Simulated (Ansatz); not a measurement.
# BClH₂Te (SMILES ClB[TeH]): single points off equilibrium

An exercise on one series of results from a longer session: the logs are not shown, and one member is left open.

Computed with Ansatz 0.2.0, Gaussian basis. Level: single points in def2-TZVPP.

Cores are frozen in the correlated methods. Filled d shells of the heavier atoms are correlated. Core potentials replace the inner electrons past krypton, and spin-orbit coupling is left out.

## Starting geometry

SMILES `ClB[TeH]`, 5 atoms, charge 0, spin multiplicity 1.

Atoms are counted from 1 here; the program's logs count them from 0.

Bond lengths: Cl1–B2 1.599 Å, B2–Te3 2.095 Å, B2–H4 1.255 Å, Te3–H5 1.537 Å. Angles: Cl1–B2–Te3 126.3°, Cl1–B2–H4 120.6°, Te3–B2–H4 112.8°, B2–Te3–H5 92.8°.

Coordinates:

```xyz
5

Cl   -1.1384    0.5789    1.2594
B    -0.5131   -0.4110    0.1710
Te    1.2462   -0.0993   -0.9233
H    -1.1469   -1.4256   -0.2071
H     1.4930    1.2733   -0.2769
```

Set-up of the first run:

run/in.yaml reads:

```yaml
crystal:
  periodic: [false, false, false]
  atoms:
    - {symbol: Cl, position_ang: [-1.138400, 0.578900, 1.259400]}
    - {symbol: B, position_ang: [-0.513100, -0.411000, 0.171000]}
    - {symbol: Te, position_ang: [1.246200, -0.099300, -0.923300]}
    - {symbol: H, position_ang: [-1.146900, -1.425600, -0.207100]}
    - {symbol: H, position_ang: [1.493000, 1.273300, -0.276900]}
basis:
  gaussian: {orbitals: def2-TZVPP}
correlation: {method: ccsd_t}
output: {forces: true}
```

The command line of these runs was not kept.

Among the steps run: CCSD(T)/def2-TZVPP; PBE0-D4/def2-TZVPP; wB97M-V/def2-TZVPP; r2SCAN-D4/def2-TZVPP; PBE-D4/def2-TZVPP; r2SCAN0-D4/def2-TZVPP; LC-wPBE/def2-TZVPP.

One of the session's tables, all rows but one given; the rest of the session is left out.

| method | RMS force component (eV/Å) | angle to CCSD(T) forces (°) | dipole (D) |
| --- | --- | --- | --- |
| CCSD(T) | 2.163 | reference | 0.45 |
| PBE0-D4 | 2.069 | 3.3 | 0.45 |
| wB97M-V | ? | ? | ? |
| r2SCAN-D4 | 2.088 | 3.2 | 0.49 |
| PBE-D4 | 2.123 | 5.5 | 0.53 |
| r2SCAN0-D4 | 2.055 | 2.6 | 0.43 |
| LC-wPBE | 2.036 | 2.9 | 0.40 |

**Question.** Estimate the row for wB97M-V.

**Answer.** RMS force component (eV/Å): 2.107; angle to CCSD(T) forces (°): 1.8; dipole (D): 0.44. In the column «RMS force component (eV/Å)» it lies between r2SCAN-D4 (2.088) and PBE-D4 (2.123).
